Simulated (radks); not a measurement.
# Valence configurations of Co⁺

NIST gives [Ar] 3d8 as the ground configuration of Co⁺. Does this level of theory agree? Several fillings of the valence shells are run.

Program: radks (a radial shooting solver on a logarithmic mesh, Libxc functionals) version 1. Level of theory: non-relativistic Kohn-Sham, r2SCAN, spin-unpolarised, spherical densities, point nucleus. These are calculated values, not measurements, unless marked.

## Step 1: What is computed

- element: cobalt (Z = 27)
- charge: +1
- electrons: 26
- configuration: [Ar] 3d8
- others tried: 3d7 4p1; 3d5 4s2 4p1; 3d7.5 4p0.5; 3d6 4s1 4p1; 3d7 4s1; 3d6 4s2; 3d5.5 4s2 4p0.5; 3d5.5 4s1 4p1.5; 3d6.5 4s1 4p0.5

Outer shells as boxes (Hund's rule):

Co⁺
```
[Ar] core
3d [↑↓][↑↓][↑↓][↑ ][↑ ]
```

## Step 2: [Ar] 3d8

Settings of this run:

```text
Z 27
configuration [Ar] 3d8
relativity non-relativistic
functional r2scan,r2scan
spin unpolarised
nucleus point
```

## Step 3: [Ar] 3d7 4p1

Settings of this run:

```text
Z 27
configuration [Ar] 3d7 4p1
relativity non-relativistic
functional r2scan,r2scan
spin unpolarised
nucleus point
```

## Step 4: [Ar] 3d5 4s2 4p1

Settings of this run:

```text
Z 27
configuration [Ar] 3d5 4s2 4p1
relativity non-relativistic
functional r2scan,r2scan
spin unpolarised
nucleus point
```

## Step 5: [Ar] 3d7.5 4p0.5

Settings of this run:

```text
Z 27
configuration [Ar] 3d7.5 4p0.5
relativity non-relativistic
functional r2scan,r2scan
spin unpolarised
nucleus point
```

## Step 6: [Ar] 3d6 4s1 4p1

Settings of this run:

```text
Z 27
configuration [Ar] 3d6 4s1 4p1
relativity non-relativistic
functional r2scan,r2scan
spin unpolarised
nucleus point
```

## Step 7: [Ar] 3d7 4s1

Settings of this run:

```text
Z 27
configuration [Ar] 3d7 4s1
relativity non-relativistic
functional r2scan,r2scan
spin unpolarised
nucleus point
```

## Step 8: [Ar] 3d6 4s2

Settings of this run:

```text
Z 27
configuration [Ar] 3d6 4s2
relativity non-relativistic
functional r2scan,r2scan
spin unpolarised
nucleus point
```

## Step 9: [Ar] 3d5.5 4s2 4p0.5

Settings of this run:

```text
Z 27
configuration [Ar] 3d5.5 4s2 4p0.5
relativity non-relativistic
functional r2scan,r2scan
spin unpolarised
nucleus point
```

## Step 10: [Ar] 3d5.5 4s1 4p1.5

Settings of this run:

```text
Z 27
configuration [Ar] 3d5.5 4s1 4p1.5
relativity non-relativistic
functional r2scan,r2scan
spin unpolarised
nucleus point
```

## Step 11: [Ar] 3d6.5 4s1 4p0.5

Settings of this run:

```text
Z 27
configuration [Ar] 3d6.5 4s1 4p0.5
relativity non-relativistic
functional r2scan,r2scan
spin unpolarised
nucleus point
```

**Question.** What will these runs give? Wanted: for each run, valence; E − E(NIST configuration); highest level; its energy; 1s shift.

As calculated:

```
        valence  E − E(NIST configuration) (eV)  highest level  its energy (eV)  1s shift (eV)
            3d8                           0.000             3d          -12.214          +0.00
        3d7 4s1                           3.320             4s          -12.467          -6.07
    3d7.5 4p0.5                           3.707             4p           -6.947          -3.66
        3d7 4p1                           8.530             4p           -7.953          -7.64
3d6.5 4s1 4p0.5                           9.047             4p           -8.256         -10.40
        3d6 4s2                          10.071             4s          -14.584         -13.48
    3d6 4s1 4p1                          16.128             4p           -9.267         -15.01
3d5.5 4s2 4p0.5                          18.304             4p           -9.522         -18.41
3d5.5 4s1 4p1.5                          24.692             4p          -10.217         -19.90
    3d5 4s2 4p1                          28.105             4p          -10.500         -23.60
```

In words: Theory agrees with NIST among these: the next, 3d7 4s1, lies 3.320 eV higher. The energies are those of spherical spin-averaged densities, not of single terms. The 1s eigenvalue shifts by up to 23.60 eV as the valence charge is rearranged.
